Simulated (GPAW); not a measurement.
AlFe3B:

```
Fe Al B
1.0
     3.82232    0.00000    0.00000
     0.00000    3.82232    0.00000
     0.00000    0.00000    3.82232
Fe Al B
3 1 1
Direct
  0.00000 0.00000 0.50000
  0.00000 0.50000 0.00000
  0.50000 0.00000 0.00000
  0.50000 0.50000 0.50000
  0.00000 0.00000 0.00000
```

The cell comes from a database or a generator and needn't be the stable form of this composition.

Base run:

* Program: GPAW 26.7.0
* Functional: PBEsol
* Potentials or basis: PAW data sets generated in the run's folder for this functional
* Cutoff: 800 eV
* Basis: pw
* k mesh: 7 × 7 × 7
* Occupations: fermi-dirac, width 0.05 eV
* Spin: collinear spin, ferromagnetic start
* Starting moments: [3.0, 3.0, 3.0, 0.0, 0.0] μB

Its results: pressure -5.6 GPa; net moment 4.12 μB per cell; site moments Fe +1.47; Al -0.07; B -0.05 μB.

Question: The run is repeated on the same cell with these changes: hubbard terms from none to Fe d U = 6 eV. What comes out?

Answer: Pressure 30.8 GPa; net moment 8.58 μB per cell; site moments Fe +3.09; Al -0.16; B -0.07 μB.

Caveats: a pressure of tens of GPa on the cell as given is suspect, and the run, the potentials or the cell itself is likely at fault (some runs); the U is typed as a test and isn't derived for this compound (some runs).

Not every run made on this cell is shown here.
